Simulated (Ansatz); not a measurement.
# F2GeH2O: a dynamics run in two tries

Aim: a short trajectory for this system. SMILES of the start: [OH][GeH]([F])[F].

Method: RKS B3LYP-D4/def2-SVP, in Ansatz 0.2.0.

## 1. The system as given

Bond lengths: Ge1–O2 1.751 Å, O2–H3 0.968 Å, Ge1–H4 1.520 Å, Ge1–F5 1.732 Å, Ge1–F6 1.732 Å. Angles: Ge1–O2–H3 114.2°, O2–Ge1–H4 110.9°, O2–Ge1–F5 109.4°, O2–Ge1–F6 109.4°, H4–Ge1–F5 111.7°, H4–Ge1–F6 111.7°, F5–Ge1–F6 103.5°.

Coordinates:

```xyz
6

Ge    0.0510   -0.0280    0.0127
O     0.0003   -0.1012    1.7619
H    -0.8938   -0.1326    2.1312
H     1.4855    0.0191   -0.4866
F    -0.8614    1.3397   -0.5325
F    -0.8120   -1.3784   -0.6446
```

## 2. First attempt

File input.yaml:

```yaml
crystal:
  periodic: [false, false, false]
  atoms:
    - { symbol: Ge, position_ang: [0.050974, -0.027989, 0.012717] }
    - { symbol: O, position_ang: [0.000283, -0.101215, 1.761903] }
    - { symbol: H, position_ang: [-0.893841, -0.132621, 2.131191] }
    - { symbol: H, position_ang: [1.485486, 0.019116, -0.486632] }
    - { symbol: F, position_ang: [-0.861446, 1.339666, -0.53246] }
    - { symbol: F, position_ang: [-0.811956, -1.378356, -0.644619] }
basis:
  gaussian: { orbitals: def2-SVP }
hamiltonian:
  xc: b3lyp
  dispersion: d4
md:
  timestep: 0.5
  n_steps: 25
  ensemble: nvt
  temperature: 3000.0
  initial_velocities: maxwell_boltzmann
  seed: 983570
  nose_hoover: { tau: 50.0, chain_length: 5 }
```

Command:

```console
ansatz run input.yaml --threads 1 --pin off --max-ram 2048MiB --backend cpu --events-out ev --progress --plain --runs-dir out
```

What does the calculation give? Wanted: first try.

The runs gave:

| quantity | value |
| --- | --- |
| first try | refused |
| cause | the word typed for the ensemble or optimiser is not among those the program lists |

**Reading.** The fault in the first input was caught at the input check and cost nothing.
